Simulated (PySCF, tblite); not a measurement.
# C5H12GeN2: geometry, infrared bands and NMR shifts

Aim: predict the infrared bands and NMR shifts of C5H12GeN2 (`[GeH3][NH]N=C1CCCC1`).

Programs: tblite 0.8.0 and PySCF 2.14.0, with density-fitted response routines of our own. Each step states its level of theory. These are calculated values for one molecule in the gas phase, unless marked as measured. Atoms are numbered from 0 throughout.

## (1) The molecule as given

20 atoms, charge 0, multiplicity 1; geometry from: force field or distance geometry start.

Bonds of the start (Å): Ge0–N1 1.88, N1–N2 1.39, N2–C3 1.30, C3–C4 1.48, C4–C5 1.54, C5–C6 1.53, C6–C7 1.52, C7–C3 1.50, Ge0–H8 1.56, Ge0–H9 1.55, Ge0–H10 1.54, N1–H11 1.03, C4–H12 1.10, C4–H13 1.10, C5–H14 1.09, C5–H15 1.09, C6–H16 1.11, C6–H17 1.10, C7–H18 1.09, C7–H19 1.12.

## (2) Geometry optimisation with GFN2-xTB

The job: settings as JSON, then the geometry in Å.

```
{"job": {"kind": "relax", "xc": "GFN2-xTB", "basis": "xTB"}, "charge": 0, "multiplicity": 1}
Ge     3.821500    -0.015200    -0.475600
N      2.040300    -0.604300    -0.301000
N      1.125500     0.335400     0.147000
C     -0.164000     0.180400     0.059900
C     -0.946700    -0.969400    -0.446200
C     -2.329200    -0.333600    -0.651400
C     -2.413900     0.479000     0.636800
C     -1.104100     1.240600     0.560400
H      3.768700     1.326900    -1.264300
H      4.470500     0.223000     0.914500
H      4.690700    -1.007300    -1.266000
H      1.824700    -1.592100    -0.510600
H     -0.571200    -1.382900    -1.392600
H     -1.089100    -1.726100     0.345900
H     -2.375200     0.357000    -1.495800
H     -3.104400    -1.102800    -0.694800
H     -2.370300    -0.219600     1.496400
H     -3.284700     1.148000     0.655600
H     -0.789700     1.662100     1.516300
H     -1.204400     2.011400    -0.247200
```

Command:

```console
$ OMP_NUM_THREADS=1 python probes_run.py task.json out
```

The driver reads the jobs from task.json and runs them one after another.

The log of the run:

```text
step      E/eV     max force
  0    -668.31137    3.034
  1    -668.44096    2.393
  2    -668.54034    0.605
  3    -668.61820    0.680
  4    -668.65023    0.585
  5    -668.67392    0.352
  6    -668.69251    0.306
  7    -668.71104    0.388
  8    -668.72918    0.329
  9    -668.74341    0.254
 10    -668.75598    0.223
 11    -668.76801    0.275
 12    -668.77856    0.280
 13    -668.78710    0.243
 14    -668.79347    0.215
 15    -668.79827    0.198
 16    -668.80250    0.172
 17    -668.80612    0.157
 18    -668.80966    0.156
 19    -668.81445    0.205
 20    -668.82060    0.289
 21    -668.82617    0.236
 22    -668.82949    0.119
 23    -668.83157    0.109
 24    -668.83357    0.134
 25    -668.83544    0.150
 26    -668.83678    0.088
 27    -668.83770    0.059
 28    -668.83852    0.071
 29    -668.83923    0.093
 30    -668.83972    0.063
 31    -668.83999    0.028
 32    -668.84018    0.033
 33    -668.84037    0.044
 34    -668.84055    0.037
 35    -668.84070    0.028
 36    -668.84085    0.031
 37    -668.84103    0.047
 38    -668.84123    0.046
 39    -668.84145    0.034
 40    -668.84169    0.037
 41    -668.84202    0.056
 42    -668.84243    0.079
 43    -668.84281    0.064
 44    -668.84305    0.036
 45    -668.84321    0.035
 46    -668.84337    0.037
 47    -668.84358    0.049
 48    -668.84380    0.037
 49    -668.84398    0.027
 50    -668.84410    0.026
 51    -668.84424    0.033
 52    -668.84443    0.038
 53    -668.84471    0.039
 54    -668.84503    0.052
 55    -668.84538    0.049
 56    -668.84573    0.040
 57    -668.84608    0.045
 58    -668.84641    0.041
 59    -668.84672    0.044
 60    -668.84707    0.052
 61    -668.84754    0.053
 62    -668.84819    0.056
 63    -668.84886    0.052
 64    -668.84938    0.047
 65    -668.84972    0.045
 66    -668.85000    0.045
 67    -668.85033    0.052
 68    -668.85069    0.049
 69    -668.85098    0.050
 70    -668.85126    0.034
 71    -668.85145    0.027
 72    -668.85160    0.025
 73    -668.85181    0.033
 74    -668.85196    0.025
 75    -668.85206    0.024
 76    -668.85215    0.022
 77    -668.85224    0.025
 78    -668.85233    0.023
 79    -668.85240    0.020
 80    -668.85245    0.018
 81    -668.85251    0.017
 82    -668.85258    0.017
 83    -668.85265    0.015
 84    -668.85270    0.013
 85    -668.85274    0.013
 86    -668.85278    0.013
 87    -668.85282    0.013
 88    -668.85285    0.010
 89    -668.85287    0.011
 90    -668.85290    0.012
 91    -668.85293    0.014
 92    -668.85297    0.017
 93    -668.85301    0.021
 94    -668.85305    0.017
 95    -668.85310    0.013
 96    -668.85314    0.013
 97    -668.85317    0.013
 98    -668.85320    0.014
 99    -668.85323    0.013
100    -668.85327    0.014
101    -668.85331    0.015
102    -668.85335    0.015
103    -668.85338    0.012
104    -668.85340    0.012
105    -668.85343    0.011
106    -668.85348    0.015
107    -668.85352    0.017
108    -668.85356    0.016
109    -668.85358    0.013
110    -668.85359    0.010
```

Run time: 0.83 s. Hardware: 1 thread of Arm Neoverse V1, shared host; peak memory 0.18 GiB.

Relaxation path: (not every step is listed)

```
step  energy from step 0 (eV)  largest force (eV/Å)
   0                   0.0000                3.0336
   1                  -0.1296                2.3933
   2                  -0.2290                0.6055
   3                  -0.3068                0.6804
   4                  -0.3389                0.5849
   5                  -0.3625                0.3521
   6                  -0.3811                0.3056
   7                  -0.3997                0.3879
   8                  -0.4178                0.3294
  17                  -0.4947                0.1572
  26                  -0.5254                0.0883
  35                  -0.5293                0.0282
  44                  -0.5317                0.0361
  53                  -0.5333                0.0393
  62                  -0.5368                0.0558
  71                  -0.5401                0.0274
  80                  -0.5411                0.0185
  89                  -0.5415                0.0108
  98                  -0.5418                0.0139
 105                  -0.5421                0.0112
 106                  -0.5421                0.0148
 107                  -0.5421                0.0166
 108                  -0.5422                0.0155
 109                  -0.5422                0.0126
 110                  -0.5422                0.0097
```

Close pairs (by a distance rule), those that changed most:

```
   bond  before (Å)  after (Å)  change (Å)
 Ge0–N1       1.884      1.813      -0.071
 Ge0–H9       1.553      1.487      -0.065
 Ge0–H8       1.558      1.501      -0.056
Ge0–H10       1.538      1.494      -0.043
  N2–C3       1.302      1.264      -0.037
  C3–C4       1.480      1.514      +0.033
 C7–H19       1.121      1.093      -0.027
  N1–N2       1.386      1.360      -0.026
```

The final coordinates are the input of the step that follows.

## (3) Harmonic vibrations with GFN2-xTB

The job: settings as JSON, then the geometry in Å.

```
{"job": {"kind": "ir", "xc": "GFN2-xTB", "basis": "xTB"}, "charge": 0, "multiplicity": 1}
Ge     3.746527    -0.028968    -0.410762
N      2.021877    -0.582045    -0.326823
N      1.155522     0.354941     0.142229
C     -0.096975     0.222659     0.031369
C     -0.880023    -0.906989    -0.602373
C     -2.334015    -0.434898    -0.542703
C     -2.374847     0.489820     0.674610
C     -1.047146     1.241799     0.593901
H      3.953656     1.030343    -1.454530
H      4.070095     0.518052     0.933846
H      4.542258    -1.248000    -0.748042
H      1.620861    -1.346408    -0.862532
H     -0.550973    -1.111890    -1.624732
H     -0.742200    -1.820819    -0.015341
H     -2.575922     0.134100    -1.442271
H     -3.036916    -1.263687    -0.463462
H     -2.408978    -0.103976     1.589749
H     -3.237244     1.154602     0.662512
H     -0.703638     1.628015     1.551508
H     -1.127066     2.084029    -0.098885
```

The log of the run:

```text
mode    cm-1     km/mol
  1      41.3      1.10
  2      75.7      0.17
  3      90.4      1.24
  4     104.4      3.39
  5     183.2      7.51
  6     217.9      2.56
  7     294.4      7.49
  8     397.2     24.83
  9     415.8     44.36
 10     490.2     76.76
 11     567.2     54.42
 12     574.7     26.84
 13     578.1     61.95
 14     584.4     47.37
 15     721.9    200.83
 16     763.0    193.92
 17     799.6     28.23
 18     806.7    186.56
 19     852.7     88.93
 20     866.1      9.88
 21     872.6      4.50
 22     935.3      1.24
 23     971.1      0.31
 24    1012.2      0.35
 25    1025.8      4.55
 26    1096.4      4.09
 27    1108.9     15.36
 28    1124.2    191.86
 29    1170.1    114.69
 30    1200.6     16.88
 31    1204.3      2.23
 32    1220.8      8.15
 33    1271.0      0.89
 34    1293.7      7.77
 35    1304.1     36.42
 36    1315.7     14.83
 37    1321.8      0.60
 38    1464.4      1.10
 39    1465.6      2.34
 40    1489.1      0.54
 41    1500.8      0.17
 42    1728.2     23.44
 43    1961.0    240.71
 44    2041.1    424.44
 45    2106.0    396.37
 46    2929.9     24.58
 47    2947.5     20.15
 48    2957.2     25.96
 49    2976.3      1.81
 50    2990.2    104.67
 51    3002.9     44.21
 52    3011.3     71.48
 53    3018.9     34.71
 54    3283.8     15.66
```

Run time: 0.78 s. Hardware: 1 thread of Arm Neoverse V1, shared host; peak memory 0.18 GiB.

The strongest bands and the atoms that carry them (share of the mass-weighted mode):

```
cm⁻¹  km/mol                        atoms
 722   200.8  N1 32 %, H10 16 %, H11 13 %
 763   193.9   H9 38 %, H10 33 %, N1 11 %
 807   186.6   H10 49 %, H8 28 %, H9 10 %
1124   191.9             N1 26 %, N2 24 %
1170   114.7   N2 15 %, N1 13 %, H15 12 %
1961   240.7            H8 82 %, H10 13 %
2041   424.4   H10 67 %, H8 17 %, H9 14 %
2106   396.4            H9 80 %, H10 18 %
```

## (4) Nuclear shieldings: PBE0/pcSseg-1

The job, as its differences from that of step 3:

```diff
@@ -1,2 +1,2 @@
-{"job": {"kind": "ir", "xc": "GFN2-xTB", "basis": "xTB"}, "charge": 0, "multiplicity": 1}
+{"job": {"kind": "nmr", "xc": "PBE0", "basis": "pcSseg-1"}, "charge": 0, "multiplicity": 1}
 Ge     3.746527    -0.028968    -0.410762
```

Method: GIAO PBE0/pcSseg-1 NMR shielding, non-relativistic, gas phase.

The log of the run:

```text
coarse grid: 73224 points
cycle   1  E = -2383.2632956299  dE =  4.025e-01  |g| = 9.093e-01  |ddm| = 4.154e+00
cycle   2  E = -2383.2482559094  dE =  1.504e-02  |g| = 9.050e-01  |ddm| = 1.072e+00
cycle   3  E = -2383.3370766549  dE = -8.882e-02  |g| = 1.013e-01  |ddm| = 6.192e-01
cycle   4  E = -2383.3382165234  dE = -1.140e-03  |g| = 5.826e-02  |ddm| = 1.117e-01
cycle   5  E = -2383.3389126427  dE = -6.961e-04  |g| = 1.460e-02  |ddm| = 5.836e-02
cycle   6  E = -2383.3389597863  dE = -4.714e-05  |g| = 3.960e-03  |ddm| = 1.570e-02
cycle   7  E = -2383.3389628767  dE = -3.090e-06  |g| = 8.878e-04  |ddm| = 3.380e-03
final grid: 155528 points
cycle   8  E = -2383.3390333322  dE =  1.210e-07  |g| = 1.317e-03  |ddm| = 2.484e-03
cycle   9  E = -2383.3390327784  dE =  5.537e-07  |g| = 2.135e-03  |ddm| = 2.520e-03
cycle  10  E = -2383.3390336662  dE = -8.877e-07  |g| = 1.064e-04  |ddm| = 1.614e-03
cycle  11  E = -2383.3390336686  dE = -2.380e-09  |g| = 3.655e-05  |ddm| = 1.254e-04
cycle  12  E = -2383.3390336689  dE = -2.938e-10  |g| = 6.367e-06  |ddm| = 3.166e-05
converged SCF energy = -2383.3390336689

GIAO shielding tensors (ppm)
atom      isotropic    diamagn.    paramagn.     s11        s22        s33       span
  0 Ge    1478.892    2754.472   -1275.580   1346.875   1451.018   1638.783    291.907
  1 N      155.380     326.664    -171.284     76.164    146.347    243.630    167.466
  2 N      -98.173     324.222    -422.396   -384.374    -94.644    184.498    568.872
  3 C       35.762     254.299    -218.538    -50.189     67.053     90.421    140.609
  4 C      161.375     250.913     -89.538    154.971    160.972    168.183     13.212
  5 C      158.092     248.456     -90.364    136.660    165.406    172.210     35.550
  6 C      158.302     249.877     -91.575    140.060    165.147    169.700     29.641
  7 C      149.548     246.924     -97.376    126.990    154.134    167.520     40.529
  8 H       27.008      28.369      -1.361     19.928     22.559     38.536     18.608
  9 H       27.077      28.733      -1.656     20.307     22.826     38.097     17.790
 10 H       27.327      28.046      -0.719     20.743     22.768     38.468     17.725
 11 H       27.541      35.397      -7.857     20.005     29.637     32.980     12.975
 12 H       29.605      31.906      -2.301     24.424     29.510     34.881     10.457
 13 H       29.880      31.876      -1.995     24.706     29.068     35.867     11.162
 14 H       30.027      30.405      -0.378     25.302     28.200     36.580     11.277
 15 H       29.654      29.130       0.524     24.775     27.422     36.766     11.991
 16 H       30.183      30.695      -0.512     25.845     28.101     36.603     10.758
 17 H       29.893      28.986       0.907     25.346     27.221     37.112     11.766
 18 H       29.209      30.742      -1.532     24.691     28.171     34.766     10.076
 19 H       29.248      30.657      -1.409     24.723     28.186     34.835     10.112
```

Wall time 55 s (1 thread of Arm Neoverse V1, shared host); peak memory 0.96 GiB.

The references, computed at this level on geometries of the same kind, shield at (ppm): ¹H TMS 31.72, ¹³C TMS 186.9, ¹⁵N NH3 267.7, ⁷³Ge GeMe4 1331. Their shielding less the atom's gives the shift. The references are single molecules in the gas phase, so shifts against H2O, NH3, PH3, H3PO4 or CFCl3 are not on the usual liquid scales and can be off by tens of ppm. Atoms listed in one row are averaged.

```
      atoms                             environment  σ (ppm)  δ (ppm)
         C3                              C=N carbon     35.8    151.2
         C7                       sp3 CH2 in a ring    149.5     37.4
         C5                       sp3 CH2 in a ring    158.1     28.8
         C6                       sp3 CH2 in a ring    158.3     28.6
         C4                       sp3 CH2 in a ring    161.4     25.5
H8, H9, H10     hydrogen on a germanium bonded to N    27.14     4.58
        H11  hydrogen on a nitrogen bonded to Ge, N    27.54     4.18
   H18, H19        hydrogen on an sp3 CH2 in a ring    29.23     2.49
   H12, H13        hydrogen on an sp3 CH2 in a ring    29.74     1.97
   H14, H15        hydrogen on an sp3 CH2 in a ring    29.84     1.88
   H16, H17        hydrogen on an sp3 CH2 in a ring    30.04     1.68
        Ge0              germanium bonded to N, 3 H     1479     -148
         N2                          imine nitrogen    -98.2    365.9
         N1             nitrogen bonded to Ge, N, H    155.4    112.3
```

Charges from the same density, by scheme (e):

```
atoms  Mulliken    IAO  Hirshfeld  ESP fit
  Ge0      0.51   0.66       0.35     0.38
   N1     -0.56  -0.50      -0.19    -0.33
   N2     -0.24  -0.19      -0.12    -0.49
   C3     -0.03   0.09       0.05     0.51
   C4     -0.20  -0.31      -0.08    -0.15
   C5     -0.22  -0.26      -0.07    -0.17
   C6     -0.23  -0.26      -0.07     0.05
   C7     -0.14  -0.28      -0.08    -0.31
```

Mayer bond orders: Ge0–N1 0.81, N1–N2 1.01, N2–C3 1.84, C3–C4 0.99, C4–C5 1.03, C5–C6 1.03, C6–C7 1.02, C7–C3 1.02.

Ring of atoms C3, C4, C5, C6, C7: NICS(0) -2.8, NICS(1) -3.3, NICS(1)zz -2.5 ppm (means of both faces).

The fields below are evaluated on a grid from the run's orbitals.

Frontier orbitals at PBE0/pcSseg-1, with the share of their density that lies nearest to each atom:

```
orbital  energy (eV)                                    lies on
   HOMO        -6.01                  N1 40 %; C3 23 %; N2 14 %
   LUMO         0.47  C3 28 %; N2 27 %; H13, H19 about 6 % each
```

ELF in a plane through or near 11 of the atoms.

Ten even steps from '0' (0.00) to '9' (1.00):
```
0000000000000000000000000000
0000000000000000000000000000
0000000000000000000000000000
0000000000000014300000000000
0000012200000089920000000000
0000157600130089930021000000
0000289810696048552699300000
0000278710898152286999700000
0000122211532668684799500000
0000216626624555162564100000
0006843366263487268610000000
0029995266640382752630000000
0019999116990244669994000000
0008998005980375439996000000
0000563001720243107992000000
0000000000000010001530000000
0000000000000000000000000000
0000000000000000000000000000
0000000000000000000000000000
0000000000000000000000000000
```
The map spans 14.5 Å across and 9.6 Å up, centred on the molecule. Atoms in the plane (x, y in Å): Ge0 (-3.8, 0.2), N1 (-2.1, -0.4), N2 (-1.1, 0.6), C3 (0.1, 0.3), C4 (0.8, -1.1), C6 (2.5, 0.6), C7 (1.2, 1.3), H10 (-4.6, -0.9), H11 (-1.8, -1.4), H15 (2.9, -1.5), H17 (3.4, 1.1).

On the surface of density 0.002 e/bohr³ the electrostatic potential runs, from the 1st to the 99th percentile, from -1.59 V near N2 to 1.36 V near H11.

## (5) What came out

| quantity | value |
| --- | --- |
| strongest single infrared mode (GFN2-xTB) | 2041 cm⁻¹, 424 km/mol |
| zero-point energy (GFN2-xTB) | 99.7 kcal/mol |
| ¹³C shifts against TMS (PBE0/pcSseg-1) | 151.2, 37.4, 28.8, 28.6, 25.5 ppm |
| ¹H shifts against TMS (PBE0/pcSseg-1, means over atoms taken as alike) | 4.58, 4.18, 2.49, 1.97, 1.88, 1.68 ppm |
| ⁷³Ge shifts against GeMe4 (PBE0/pcSseg-1) | -148 ppm |
| ¹⁵N shifts against NH3 (PBE0/pcSseg-1) | 365.9, 112.3 ppm |
| surface potential, 1st and 99th percentile | -1.59 V and 1.36 V |

What this shows: Relaxing lowered the energy by 0.542 eV in 110 steps; the close pair that moved most is Ge0–N1, from 1.884 to 1.813 Å. All 54 modes are real, so the xTB geometry is a minimum. The strongest single mode, at 2041 cm⁻¹, moves mainly H10. Unscaled tight-binding wavenumbers are off by several per cent, some by more. Its intensities can rank the bands wrongly. At PBE0/pcSseg-1: The widest tensor belongs to N2: span 569 ppm, with a paramagnetic part of -422 ppm. Spin-orbit coupling is left out, which matters for shieldings and couplings at and beside the heavy atoms.
